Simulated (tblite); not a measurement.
# C4H13FSSi3: the cost of one run

Computed with tblite 0.8.0 and PySCF 2.14.0, with density-fitted response routines of our own, on a single molecule in the gas phase. Atoms are numbered from 0 throughout.

## Step 1: The molecule as given

22 atoms, charge 0, multiplicity 1; geometry from: force field or distance geometry start.

Bonds of the start (Å): C0–Si1 1.86, Si1–S2 2.14, S2–Si3 2.14, Si3–F4 1.70, Si3–Si5 2.25, Si1–C6 1.86, C6–C7 1.51, C7–C8 1.51, C8–C6 1.53, C0–H9 1.08, C0–H10 1.13, C0–H11 1.12, Si1–H12 1.49, Si3–H13 1.46, Si5–H14 1.46, Si5–H15 1.48, Si5–H16 1.47, C6–H17 1.10, C7–H18 1.11, C7–H19 1.10, C8–H20 1.11, C8–H21 1.10.

## Step 2: Geometry optimisation with GFN2-xTB

Job settings and geometry (Å):

```
{"job": {"kind": "relax", "xc": "GFN2-xTB", "basis": "xTB"}, "charge": 0, "multiplicity": 1}
C      1.478900     2.153800     0.820300
Si     0.690800     0.581100     0.227500
S     -1.049300     1.107600    -0.894600
Si    -2.852600     0.947300     0.248900
F     -2.477200     0.955600     1.902500
Si    -3.865500    -0.983800    -0.311900
C      1.775300    -0.397100    -0.917500
C      3.097100    -0.949600    -0.451000
C      1.897600    -1.863300    -0.487800
H      2.391800     2.425800     0.301600
H      0.713800     2.963900     0.645600
H      1.601600     2.116200     1.932800
H      0.333700    -0.216600     1.431500
H     -3.681800     2.100400    -0.094200
H     -3.331800    -1.416200    -1.602600
H     -3.603900    -2.000000     0.738800
H     -5.310700    -0.723000    -0.350300
H      1.615800    -0.234400    -1.989000
H      3.820400    -1.172400    -1.268500
H      3.513100    -0.677000     0.530800
H      1.508100    -2.148000     0.509100
H      1.724400    -2.551100    -1.323700
```

Launch:

```
$ OMP_NUM_THREADS=1 python probes_run.py task.json out
```

One launch serves the whole session: the jobs run in the order shown.

Q: Estimate the wall time and peak memory of this first job on 1 thread of Intel Xeon at 2.50GHz, shared host.

About 12 s, with a peak of 0.18 GiB.
